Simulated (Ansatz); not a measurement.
Working through an all-electron equation of state of Rh, space group P6_3/mmc

Program: Ansatz 0.2.0, Python API.

At the Python prompt:
```pycon
>>> import ansatz as az
>>> from ase.eos import EquationOfState
>>> from ase.units import GPa
>>> import numpy as np
>>> VECTORS = np.array([
...     [2.730979, 0.0, 0.0],
...     [-1.36549, 2.365097, 0.0],
...     [0.0, 0.0, 4.428489],
... ])
>>> SITES = [
...     ('Rh', (2 / 3, 1 / 3, 0.75)),
...     ('Rh', (1 / 3, 2 / 3, 0.25)),
... ]
>>> def make_crystal(cell):
...     crystal = az.Crystal(lattice=az.Lattice.of(cell))
...     for symbol, position in SITES:
...         crystal = crystal.atom(symbol, position)
...     return crystal
...
>>> volumes, energies = [], []
>>> for scale in np.linspace(0.94, 1.06, 7):
...     cell = VECTORS * scale ** (1 / 3)
...     base = (
...         make_crystal(cell).calculation()
...         .occupations('fermi_dirac', width=150 * az.meV)
...         .functional('PBEsol')
...         .kpoints(12, 12, 7)
...         .pseudopotentials('all_electron', lapw=True, basis_error=0.001)
...     )
...     rep = base.run(threads=1, pin='off').report
...     volumes.append(abs(np.linalg.det(cell)) / len(SITES))
...     energies.append(rep['free_energy_ev'] / len(SITES))
...     print(f'{scale:.3f} {volumes[-1]:9.4f} A^3/atom {energies[-1]:16.5f} eV/atom  (estimated basis error {1000 * rep["lapw_basis_errors"]["total_ev_per_atom"]:.2f} meV/atom)')
...
0.940   13.4438 A^3/atom    -130123.18766 eV/atom  (estimated basis error 0.20 meV/atom)
0.960   13.7298 A^3/atom    -130123.18827 eV/atom  (estimated basis error 0.21 meV/atom)
0.980   14.0158 A^3/atom    -130123.17870 eV/atom  (estimated basis error 0.20 meV/atom)
1.000   14.3019 A^3/atom    -130123.16022 eV/atom  (estimated basis error 0.20 meV/atom)
1.020   14.5879 A^3/atom    -130123.13391 eV/atom  (estimated basis error 0.20 meV/atom)
1.040   14.8739 A^3/atom    -130123.10075 eV/atom  (estimated basis error 0.20 meV/atom)
1.060   15.1600 A^3/atom    -130123.06161 eV/atom  (estimated basis error 0.20 meV/atom)
>>> v0, e0, bulk = EquationOfState(volumes, energies, eos='birchmurnaghan').fit()
>>> print(f'V0 = {v0:.4f} A^3/atom, B0 = {bulk / GPa:.1f} GPa')
V0 = 13.6013 A^3/atom, B0 = 287.0 GPa
```

A third-order Birch-Murnaghan fit through the 7 points has its minimum at 13.60 Å³ an atom, 4.9 % below the typed cell, with a bulk modulus of 287 GPa and dB/dP = 5.2. From that minimum the energy rises by 1.7 meV an atom on the compressed side and 127.7 meV on the expanded side. The window is off centre, so dB/dP is rough.

Caveats:
- All-electron totals depend on functional, relativistic treatment and basis; only differences at equal settings carry meaning.
- Shape and fractional positions are held along the curve, so the bulk modulus is an upper value where they are free to relax, by a factor of two or more in layered or hydrogen-bonded cells.
- A Fermi-Dirac width this large means warm electrons, whose thermal share enters the free energy.
- This isn't the structure that Rh takes at ambient conditions.
- Run time: 2.4 min on 1 thread of Arm Neoverse V1 (shared host), peak memory 0.47 GiB.
